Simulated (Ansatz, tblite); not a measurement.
# In(IMe)Cl3 (C₅H₈Cl₃InN₂): one state, many levels

How do method and basis change the picture of In(IMe)Cl3 (C₅H₈Cl₃InN₂) (singlet)?

Program: Ansatz 0.2.0, Gaussian basis. Level of theory: as each input shows. These are calculated values, not measurements.

Levels to be run: GFN1-xTB, GFN2-xTB, PBE-D4/def2-TZVP, r2SCAN-D4/def2-TZVP, r2SCAN0-D4/def2-TZVP, revPBE-D4/def2-TZVP, PBE-D4/def2-SVP, PBE0-D4/def2-SVP, MP2/def2-SVP.

3 further runs of the same task are left out: 3 set aside as unsound or not needed.

## 1. The structure

The geometry is that of the singlet, from an earlier relaxation (PBE-D4/def2-SVP).

19 atoms, charge 0, spin multiplicity 1.

Bond lengths: In1–C2 2.251 Å, In1–Cl17 2.399 Å, In1–Cl18 2.391 Å, In1–Cl19 2.398 Å, C2–N3 1.359 Å, C2–N7 1.359 Å, N3–C4 1.463 Å, N3–C5 1.385 Å, C4–H9 1.106 Å, C4–H10 1.104 Å, C4–H11 1.106 Å, C5–C6 1.374 Å, C5–H12 1.094 Å, C6–N7 1.383 Å, C6–H13 1.094 Å, N7–C8 1.464 Å, C8–H14 1.109 Å, C8–H15 1.104 Å and more. Angles: C2–In1–Cl17 101.8°, C2–In1–Cl18 107.1°, C2–In1–Cl19 102.6°, Cl17–In1–Cl18 115.7°, Cl17–In1–Cl19 112.3°, Cl18–In1–Cl19 115.3°, In1–C2–N3 131.3°, In1–C2–N7 122.9°, N3–C2–N7 105.7°, C2–N3–C4 124.5°, C2–N3–C5 110.4°, C4–N3–C5 125.1°, N3–C4–H9 110.3°, N3–C4–H10 108.8°, N3–C4–H11 110.3°, H9–C4–H10 110.0°, H9–C4–H11 107.5°, H10–C4–H11 110.0° and more.

In takes a core potential in the def2 sets. No spin-orbit coupling is included.

PBE0-D4/def2-TZVP was run before; its log isn't repeated, and its numbers join the tables.

## 2. GFN1-xTB

Tight binding, by tblite at 300 K electronic temperature and without a spin-polarisation term:

```python
tblite.interface.Calculator('GFN1-xTB', numbers, positions, charge=0, uhf=0).singlepoint()
```

Energy -970.9129 eV, HOMO -12.00 eV, LUMO -7.75 eV; 0.016 s.

## 3. GFN2-xTB

Tight binding, by tblite at 300 K electronic temperature and without a spin-polarisation term:

```python
tblite.interface.Calculator('GFN2-xTB', numbers, positions, charge=0, uhf=0).singlepoint()
```

Energy -970.9290 eV, HOMO -10.91 eV, LUMO -7.38 eV; 0.014 s.

## 4. PBE-D4/def2-TZVP

start.molden holds the orbitals of an earlier run on this state, given as this run's starting guess.

File in.yaml:

```yaml
crystal:
  periodic: [false, false, false]
  atoms:
    - {symbol: In, position_ang: [-0.021372, -0.074764, -2.415656]}
    - {symbol: C, position_ang: [-0.033256, 0.046487, -0.168215]}
    - {symbol: N, position_ang: [-0.187644, 1.102534, 0.673032]}
    - {symbol: C, position_ang: [-0.450374, 2.474644, 0.239651]}
    - {symbol: C, position_ang: [-0.069654, 0.692436, 1.991009]}
    - {symbol: C, position_ang: [0.166163, -0.661200, 1.962854]}
    - {symbol: N, position_ang: [0.182146, -1.031689, 0.630080]}
    - {symbol: C, position_ang: [0.415160, -2.382126, 0.116103]}
    - {symbol: H, position_ang: [-1.399494, 2.522991, -0.326168]}
    - {symbol: H, position_ang: [-0.509159, 3.123853, 1.131219]}
    - {symbol: H, position_ang: [0.355516, 2.825369, -0.431670]}
    - {symbol: H, position_ang: [-0.166482, 1.384575, 2.832991]}
    - {symbol: H, position_ang: [0.320439, -1.377249, 2.775383]}
    - {symbol: H, position_ang: [1.369805, -2.405517, -0.446879]}
    - {symbol: H, position_ang: [0.448314, -3.090205, 0.962939]}
    - {symbol: H, position_ang: [-0.407476, -2.654103, -0.575622]}
    - {symbol: Cl, position_ang: [2.176772, -0.933065, -2.848925]}
    - {symbol: Cl, position_ang: [-0.453834, 2.128229, -3.239220]}
    - {symbol: Cl, position_ang: [-1.735570, -1.691229, -2.862916]}
basis:
  gaussian: {orbitals: def2-TZVP, initial_orbitals: start.molden}
hamiltonian: {xc: pbe, dispersion: d4}
scf: {omitted_lower_state_checks: [starts]}
output: {orbitals: {seedname: orbitals}}
```

Run with:

```console
> ansatz run in.yaml --threads 4 --pin off --events-out ev --progress --plain --max-ram 6963MiB
```

What it wrote:

```text
Functional definition: PBE
  name "PBE"
  cite "Perdew, Burke & Ernzerhof, Phys. Rev. Lett. 77, 3865 (1996) doi:10.1103/PhysRevLett.77.3865"
  parent pbe
  parameter kappa = 0.804
  parameter beta = 0.06672455060314922
  exchange = pbe_x(kappa = kappa, mu = beta*pi^2/3)
  correlation = pbe_c(beta = beta)
these checks for a lower state are left out or cut short: starts
2718 factors; their error is unknown
mean field evaluation 1: about -51020.1446 eV, gradient 1.8e1 eV
mean field evaluation 2: about -51020.3986 eV, gradient 3.4e-1 eV
mean field evaluation 4: about -51020.3490 eV, gradient 1.7e-3 eV
mean field -51020.34903457 eV, -1874.9632441857 hartree, gradient 1.2e-5 eV, S^2 0.000000; 0 other end points of the search recorded, 0 dependent functions left out
reference -51020.34910427 eV, -1874.9632467472 hartree; 62, 62 occupied and 364, 364 virtual orbitals, 2718 factors
Total energy: -51021.06495687 eV, -1874.9895538451 hartree
Checks for a lower state left out: starts
```

It took 11 s on 4 threads of Arm Neoverse V2, shared host; peak memory 1.2 GiB.

Report: HOMO -6.65 eV, LUMO -2.24 eV.

## 5. r2SCAN-D4/def2-TZVP

Edit in.yaml of step 4 so:

```diff
@@ -24,3 +24,3 @@
   gaussian: {orbitals: def2-TZVP, initial_orbitals: start.molden}
-hamiltonian: {xc: pbe, dispersion: d4}
+hamiltonian: {xc: r2scan, dispersion: d4}
 scf: {omitted_lower_state_checks: [starts]}
```

The command is unchanged.

What it wrote:

```text
Functional definition: r2SCAN
  name "r2SCAN"
  cite "Furness, Kaplan, Ning, Perdew & Sun, J. Phys. Chem. Lett. 11, 8208 (2020) doi:10.1021/acs.jpclett.0c02405"
  cite "Furness, Kaplan, Ning, Perdew & Sun, J. Phys. Chem. Lett. 11, 9248 (2020) doi:10.1021/acs.jpclett.0c03077"
  parent r2scan
  parameter k0 = 0.174
  parameter k1 = 0.065
  parameter a1 = 4.9479
  exchange = r2scan_x(k0 = k0, k1 = k1, a1 = a1)
  correlation = r2scan_c
these checks for a lower state are left out or cut short: starts
2718 factors; their error is unknown
mean field evaluation 1: about -51040.9393 eV, gradient 1.2e1 eV
mean field evaluation 2: about -51041.0259 eV, gradient 1.4e-1 eV
mean field evaluation 4: about -51040.9875 eV, gradient 7.6e-4 eV
mean field -51040.98750996 eV, -1875.7216941669 hartree, gradient 2.0e-5 eV, S^2 0.000000; 0 other end points of the search recorded, 0 dependent functions left out
reference -51040.98753102 eV, -1875.7216949410 hartree; 62, 62 occupied and 364, 364 virtual orbitals, 2718 factors
Total energy: -51041.18866503 eV, -1875.7290864797 hartree
Checks for a lower state left out: starts
```

Wall time 21 s (4 threads of Arm Neoverse V2, shared host); peak memory 1.2 GiB.

HOMO -7.01 eV, LUMO -2.11 eV.

## 6. r2SCAN0-D4/def2-TZVP

Edit in.yaml of step 5 so:

```diff
@@ -24,3 +24,3 @@
   gaussian: {orbitals: def2-TZVP, initial_orbitals: start.molden}
-hamiltonian: {xc: r2scan, dispersion: d4}
+hamiltonian: {xc: {name: r2SCAN0}, dispersion: d4}
 scf: {omitted_lower_state_checks: [starts]}
```

The command is unchanged.

What it wrote, cut to the lines that bear on the results:

```text
Functional definition: r2SCAN0
  name "r2SCAN0"
  cite "Bursch, Neugebauer, Ehlert & Grimme, J. Chem. Phys. 156, 134105 (2022) doi:10.1063/5.0086040"
  cite "Furness, Kaplan, Ning, Perdew & Sun, J. Phys. Chem. Lett. 11, 8208 (2020) doi:10.1021/acs.jpclett.0c02405"
  cite "Furness, Kaplan, Ning, Perdew & Sun, J. Phys. Chem. Lett. 11, 9248 (2020) doi:10.1021/acs.jpclett.0c03077"
  parent r2scan
[...]
2847 factors; their error is unknown
[...]
mean field -51038.78397295 eV, -1875.6407156758 hartree, gradient 1.0e-5 eV, S^2 0.000000; 0 other end points of the search recorded, 0 dependent functions left out
reference -51038.78398940 eV, -1875.6407162802 hartree; 62, 62 occupied and 364, 364 virtual orbitals, 2847 factors
Total energy: -51039.02214497 eV, -1875.6494683360 hartree
Checks for a lower state left out: starts
```

Wall time 35 s (4 threads of Arm Neoverse V2, shared host); peak memory 2.6 GiB.

From the report: HOMO -8.26 eV, LUMO -1.27 eV.

## 7. revPBE-D4/def2-TZVP

Edit in.yaml of step 6 so:

```diff
@@ -24,3 +24,3 @@
   gaussian: {orbitals: def2-TZVP, initial_orbitals: start.molden}
-hamiltonian: {xc: {name: r2SCAN0}, dispersion: d4}
+hamiltonian: {xc: {name: revPBE}, dispersion: d4}
 scf: {omitted_lower_state_checks: [starts]}
```

Launched as before.

What it wrote:

```text
Functional definition: revPBE
  name "revPBE"
  cite "Zhang & Yang, Phys. Rev. Lett. 80, 890 (1998) doi:10.1103/PhysRevLett.80.890"
  cite "Perdew, Burke & Ernzerhof, Phys. Rev. Lett. 77, 3865 (1996) doi:10.1103/PhysRevLett.77.3865"
  parameter kappa = 1.245
  parameter beta = 0.06672455060314922
  exchange = pbe_x(kappa = kappa, mu = beta*pi^2/3)
  correlation = pbe_c(beta = beta)
these checks for a lower state are left out or cut short: starts
2718 factors; their error is unknown
mean field evaluation 1: about -51037.7901 eV, gradient 1.7e1 eV
mean field evaluation 2: about -51037.9737 eV, gradient 2.7e-1 eV
mean field evaluation 4: about -51037.9234 eV, gradient 1.4e-3 eV
mean field -51037.92337497 eV, -1875.6090892833 hartree, gradient 2.3e-5 eV, S^2 0.000000; 0 other end points of the search recorded, 0 dependent functions left out
reference -51037.92346230 eV, -1875.6090924926 hartree; 62, 62 occupied and 364, 364 virtual orbitals, 2718 factors
Total energy: -51039.83319862 eV, -1875.6792740077 hartree
Checks for a lower state left out: starts
```

Wall time 11 s (4 threads of Arm Neoverse V2, shared host); peak memory 1.2 GiB.

From the report: HOMO -6.59 eV, LUMO -2.14 eV.

## 8. PBE-D4/def2-SVP

Edit in.yaml of step 7 so:

```diff
@@ -23,4 +23,4 @@
 basis:
-  gaussian: {orbitals: def2-TZVP, initial_orbitals: start.molden}
-hamiltonian: {xc: {name: revPBE}, dispersion: d4}
+  gaussian: {orbitals: def2-SVP, initial_orbitals: start.molden}
+hamiltonian: {xc: pbe, dispersion: d4}
 scf: {omitted_lower_state_checks: [starts]}
```

The command is unchanged.

What it wrote:

```text
Functional definition: PBE
  name "PBE"
  cite "Perdew, Burke & Ernzerhof, Phys. Rev. Lett. 77, 3865 (1996) doi:10.1103/PhysRevLett.77.3865"
  parent pbe
  parameter kappa = 0.804
  parameter beta = 0.06672455060314922
  exchange = pbe_x(kappa = kappa, mu = beta*pi^2/3)
  correlation = pbe_c(beta = beta)
these checks for a lower state are left out or cut short: starts
2499 factors; their error is unknown
mean field evaluation 1: about -50997.9757 eV, gradient 2.2e1 eV
mean field evaluation 2: about -50998.4131 eV, gradient 5.3e-1 eV
mean field evaluation 4: about -50998.2862 eV, gradient 3.8e-1 eV
mean field evaluation 8: about -50998.2865 eV, gradient 2.2e-5 eV
mean field -50998.28651715 eV, -1874.1524616252 hartree, gradient 2.2e-5 eV, S^2 0.000000; 0 other end points of the search recorded, 0 dependent functions left out
reference -50998.28657560 eV, -1874.1524637731 hartree; 62, 62 occupied and 156, 156 virtual orbitals, 2499 factors
Total energy: -50999.00242820 eV, -1874.1787708710 hartree
Checks for a lower state left out: starts
```

Wall time 4.5 s (4 threads of Arm Neoverse V2, shared host).

HOMO -6.34 eV, LUMO -2.09 eV.

## 9. PBE0-D4/def2-SVP

Edit in.yaml of step 8 so:

```diff
@@ -24,3 +24,3 @@
   gaussian: {orbitals: def2-SVP, initial_orbitals: start.molden}
-hamiltonian: {xc: pbe, dispersion: d4}
+hamiltonian: {xc: pbe0, dispersion: d4}
 scf: {omitted_lower_state_checks: [starts]}
```

The command is unchanged.

What it wrote:

```text
Functional definition: PBE0
  name "PBE0"
  cite "Adamo & Barone, J. Chem. Phys. 110, 6158 (1999) doi:10.1063/1.478522"
  cite "Perdew, Burke & Ernzerhof, Phys. Rev. Lett. 77, 3865 (1996) doi:10.1103/PhysRevLett.77.3865"
  parent pbe
  parameter a = 0.25
  parameter kappa = 0.804
  parameter beta = 0.06672455060314922
  exchange = (1 - a)*pbe_x(kappa = kappa, mu = beta*pi^2/3) + a*exact_x
  correlation = pbe_c(beta = beta)
these checks for a lower state are left out or cut short: starts
2255 factors; integrals over basis functions are off by at most 1.4e-3 eV
mean field evaluation 1: about -51001.5627 eV, gradient 2.0e1 eV
mean field evaluation 2: about -51001.8251 eV, gradient 3.3e-1 eV
mean field evaluation 4: about -51002.2825 eV, gradient 2.6e-3 eV
mean field -51002.28251043 eV, -1874.2993116694 hartree, gradient 4.1e-5 eV, S^2 0.000000; 0 other end points of the search recorded, 0 dependent functions left out
reference -51002.28255437 eV, -1874.2993132845 hartree; 62, 62 occupied and 156, 156 virtual orbitals, 2255 factors
Total energy: -51002.90971994 eV, -1874.3223611938 hartree
Checks for a lower state left out: starts
```

Wall time 7.5 s (4 threads of Arm Neoverse V2, shared host); peak memory 0.81 GiB.

Report: HOMO -7.81 eV, LUMO -1.22 eV.

## 10. MP2/def2-SVP

Edit in.yaml of step 9 so:

```diff
@@ -24,3 +24,3 @@
   gaussian: {orbitals: def2-SVP, initial_orbitals: start.molden}
-hamiltonian: {xc: pbe0, dispersion: d4}
+correlation: {method: mp2}
 scf: {omitted_lower_state_checks: [starts]}
```

The command is unchanged.

What it wrote:

```text
Functional definition: HF
  name "HF"
  cite "Fock, Z. Phys. 61, 126 (1930) doi:10.1007/BF01340294"
  parent pbe
  exchange = exact_x
  correlation = 0
these checks for a lower state are left out or cut short: starts
2255 factors; integrals over basis functions are off by at most 1.4e-3 eV
mean field evaluation 1: about -50886.9936 eV, gradient 3.7e1 eV
mean field evaluation 2: about -50888.7209 eV, gradient 1.7e0 eV
mean field evaluation 4: about -50888.7800 eV, gradient 1.6e-1 eV
mean field evaluation 8: about -50888.7801 eV, gradient 3.6e-6 eV
mean field -50888.78006027 eV, -1870.1281735610 hartree, gradient 3.6e-6 eV, S^2 0.000000; 0 other end points of the search recorded, 0 dependent functions left out
26 core orbitals not correlated: weight in the atoms' cores, before any rotation towards them, 1.000 or more for the frozen orbitals, at most 0.000 for the correlated occupied ones
reference -50888.78006027 eV, -1870.1281735610 hartree; 36, 36 occupied and 156, 156 virtual orbitals, 2255 factors
second order -40.37569351 eV of doubles, -0.00000000 eV of singles
Total energy: -50929.15575378 eV, -1871.6119529298 hartree
Checks for a lower state left out: starts
```

It took 7 s on 4 threads of Arm Neoverse V2, shared host; peak memory 0.77 GiB.

Hartree-Fock HOMO -10.31 eV, LUMO 2.37 eV.

## 11. Levels side by side

| level | functions | HOMO (eV) | LUMO (eV) | gap (eV) | time |
| --- | --- | --- | --- | --- | --- |
| PBE-D4/def2-SVP | 218 | -6.34 | -2.09 | 4.25 | 4.5 s |
| PBE-D4/def2-TZVP | 426 | -6.65 | -2.24 | 4.41 | 11 s |
| revPBE-D4/def2-TZVP | 426 | -6.59 | -2.14 | 4.45 | 11 s |
| r2SCAN-D4/def2-TZVP | 426 | -7.01 | -2.11 | 4.90 | 21 s |
| PBE0-D4/def2-SVP | 218 | -7.81 | -1.22 | 6.59 | 7.5 s |
| PBE0-D4/def2-TZVP | 426 | -8.05 | -1.33 | 6.72 | 39 s |
| r2SCAN0-D4/def2-TZVP | 426 | -8.26 | -1.27 | 6.99 | 35 s |

Energy pieces by basis (eV):

| basis | HF | MP2 correlation | total |
| --- | --- | --- | --- |
| def2-SVP | -50888.7801 | -40.3757 | -50929.1558 (MP2) |

## 12. Binding energy

Free atoms were run apart at each level; binding is atoms less cluster, divided by the number of atoms, without zero-point or spin-orbit terms.

| level | binding an atom (eV) |
| --- | --- |
| HF/def2-SVP | 2.965 |
| PBE-D4/def2-SVP | 4.293 |
| PBE-D4/def2-TZVP | 4.233 |
| revPBE-D4/def2-TZVP | 4.116 |
| r2SCAN-D4/def2-TZVP | 4.112 |
| PBE0-D4/def2-SVP | 4.202 |
| PBE0-D4/def2-TZVP | 4.144 |
| r2SCAN0-D4/def2-TZVP | 4.038 |
| MP2/def2-SVP | 3.993 |

## 13. Results

| quantity | value |
| --- | --- |
| gap in def2-TZVP, named functionals, smallest and largest | 4.41 eV (PBE-D4), 6.99 eV (r2SCAN0-D4) |
| correlation energy, MP2/def2-SVP | -40.38 eV |
| binding an atom, functionals in def2-TZVP | 4.04 (r2SCAN0-D4) to 4.23 eV (PBE-D4) |
| PBE0 total energy, smallest basis above largest | 21.77 eV (def2-SVP, def2-TZVP) |

**Reading.** Over the named functionals in def2-TZVP the gap runs from 4.41 eV (PBE-D4) to 6.99 eV (r2SCAN0-D4); exact exchange widens it.

The slowest run with a step of its own, r2SCAN0-D4/def2-TZVP, took 35 s; the quickest functional in def2-TZVP took 11 s (shared host).
